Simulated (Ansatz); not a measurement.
# ZnS: the cost of one run

Program: Ansatz 0.2.0. Level of theory: DFT LDA, scalar-relativistic, plane waves, PAW. These are calculated values, not measurements.

### 1 The starting structure

Symmetry: F-43m, No. 216, cubic system. The conventional cell has a = 5.409 Å, b = 5.409 Å, c = 5.409 Å, α = 90.00°, β = 90.00°, γ = 90.00°. Around Zn (site symmetry -43m) lie 4 S at 2.34 Å. Around S (site symmetry -43m) lie 4 Zn at 2.34 Å.

Coordinates:

```
CELL_PARAMETERS angstrom
5.40930 0.00000 0.00000
0.00000 -5.40930 0.00000
0.00000 0.00000 -5.40930
ATOMIC_POSITIONS crystal
Zn 0.00000 0.50000 0.50000
Zn 0.50000 0.00000 0.50000
Zn 0.50000 0.50000 0.00000
Zn 0.00000 0.00000 0.00000
S 0.75000 0.75000 0.75000
S 0.25000 0.25000 0.75000
S 0.25000 0.75000 0.25000
S 0.75000 0.25000 0.25000
```

The cell is taken as given, not relaxed at this level.

### 2 Zero of the scan

Input file input.yaml:

```yaml
crystal:
  lattice:
    - [5.4093, 0.0, 0.0]
    - [0.0, -5.4093, 0.0]
    - [0.0, 0.0, -5.4093]
  atoms:
    - { symbol: Zn, position: [0.0, 0.5, 0.5] }
    - { symbol: Zn, position: [0.5, 0.0, 0.5] }
    - { symbol: Zn, position: [0.5, 0.5, 0.0] }
    - { symbol: Zn, position: [0.0, 0.0, 0.0] }
    - { symbol: S, position: [0.75, 0.75, 0.75] }
    - { symbol: S, position: [0.25, 0.25, 0.75] }
    - { symbol: S, position: [0.25, 0.75, 0.25] }
    - { symbol: S, position: [0.75, 0.25, 0.25] }
basis:
  ecutwfc: 420
kpoints:
  mp_grid: { grid: [6, 6, 6] }
hamiltonian:
  xc: lda
scf:
  occupations: { method: gaussian, width: 0.05 }
output:
  forces: true
  stress: true
  eigenvalues: true
```

Command:

```sh
$ ansatz run input.yaml --threads 2 --pin off --max-ram 5120MiB --backend cpu --events-out ev --progress --plain --runs-dir out
```

**Question.** How long does this run take on 2 threads of Intel Xeon Platinum 8259CL at 2.50GHz (Skylake/Cascade Lake), shared host, and how much memory does it need?

About 6.3 s, with a peak of 0.44 GiB.
